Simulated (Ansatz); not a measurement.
# NbTe under changes of volume

One of the cells (20.101 Å³/atom); the others are scaled copies at fixed shape and fractional positions:

```
Nb Te
1.0
     3.42570    0.00000    0.00000
     0.00000    3.42570    0.00000
     0.00000    0.00000    3.42570
Nb Te
1 1
Direct
  0.50000 0.50000 0.50000
  0.00000 0.00000 0.00000
```

The cell was built by a generator and needn't be a form met in nature.

| Quantity | Value |
| --- | --- |
| Program | Ansatz 0.2.0 |
| Functional | PBE |
| Potentials or basis | SPMS NC |
| Cutoff | 762 eV (not typed: the program's choice for these potentials) |
| k mesh | 8 × 8 × 8 |
| Occupations | fermi-dirac, width 0.05 eV |
| Spin | no spin polarisation |

```csv
volume (Å³/atom),energy over the lowest point (meV/atom),pressure (GPa)
18.895,36.56,10.0
19.297,16.25,6.5
19.699,4.37,3.3
20.101,0.00,0.5
20.503,2.33,-2.0
20.905,10.65,-4.3
21.307,?,?
```

Task: What does the run at 21.307 Å³/atom give?

Result: Energy over the lowest point 24.31 meV/atom; pressure -6.3 GPa.

Worked out: A Birch-Murnaghan fit of order 3 (a polynomial in V^(-2/3)) to the other rows has its minimum at 20.16 Å³/atom with B0 = V·E''(V) = 132 GPa and B' = 4.7. It gives 24.31 meV/atom at 21.307 Å³/atom, against the run's 24.31, and -dE/dV = -6.4 GPa, against -6.3.

Energies are extrapolated to zero smearing.
